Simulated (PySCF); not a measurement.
**The bond of RbN, level by level**

One table from this session's results is given with a row withheld; the runs are named, their logs left out.

Computed with PySCF 2.14.0. Level: Rb jorge-DZP-DKH, N jorge-DZP-DKH, spin-free X2C with a Gaussian nucleus.

Set-up of the first run:

A driver script around PySCF takes these settings:

| Property | Result |
| --- | --- |
| atoms | Rb, N |
| charge | 0 |
| basis | Rb jorge-DZP-DKH, N jorge-DZP-DKH |
| Hamiltonian | spin-free X2C with a Gaussian nucleus |
| basis functions | 51 |
| electrons treated | 44 |
| masses in u | 84.9118, 14.0031 |
| levels | PBE0, PBE, r²SCAN, B3LYP, M06-2X, r²SCAN0, HSE06, HF, MP2, SCS-MP2, CCSD, CCSD(T) |
| grid | 80 radial by 434 angular points |
| occupations | held fixed by the projection of orbital angular momentum |
| dissociation limit | Rb + N, each in its ground configuration |
| starting distance in angstrom | 2.715 |
| values of 2S to try | 0, 2, 4 |

Command:

```bash
$ OMP_NUM_THREADS=1 python dia.py task.json out
```

Steps of the session up to this table: Input; First curve: PBE0; Excited determinants; PBE; r²SCAN (meta-GGA); B3LYP (global hybrid GGA); M06-2X; r²SCAN0; HSE06 (range-separated hybrid); ROHF (mean field); Correlated methods on the Hartree–Fock reference.

One of the session's tables, all rows but one given; the rest of the session is left out.

Energy (eV) from each level's lowest point:

| R (Å) | ROHF | ROHF-MP2 | ROHF-SCS-MP2 | ROHF-CCSD | ROHF-CCSD(T) |
| --- | --- | --- | --- | --- | --- |
| 2.325 | 0.379 | 0.360 | 0.372 | n/a | n/a |
| 2.433 | 0.148 | 0.144 | 0.152 | 0.225 | 0.245 |
| 2.541 | 0.032 | 0.034 | 0.039 | 0.092 | 0.108 |
| 2.622 | 0.000 | 0.002 | 0.004 | 0.037 | 0.049 |
| 2.703 | 0.002 | 0.000 | 0.000 | 0.010 | 0.017 |
| 2.784 | 0.028 | 0.020 | 0.018 | 0.000 | 0.002 |
| 2.892 | 0.092 | 0.072 | 0.067 | 0.004 | 0.000 |
| 3.027 | ? | ? | ? | ? | ? |
| 3.189 | 0.353 | 0.284 | 0.272 | 0.048 | 0.041 |
| 3.406 | 0.572 | 0.460 | 0.443 | n/a | n/a |

Estimate the missing values for R (Å) = 3.027.

Worked estimate for «ROHF». A straight line through the neighbours (2.892, 0.092) and (3.189, 0.353) gives 0.092 + (0.353 − 0.092) × (3.027 − 2.892) / (3.189 − 2.892) = 0.211; a parabola fitted to 4 rows on both sides gives 0.204.

As computed: ROHF: 0.200; ROHF-MP2: 0.160; ROHF-SCS-MP2: 0.152; ROHF-CCSD: 0.023; ROHF-CCSD(T): 0.014. In «ROHF» the line misses by +0.011 and the parabola by +0.004.
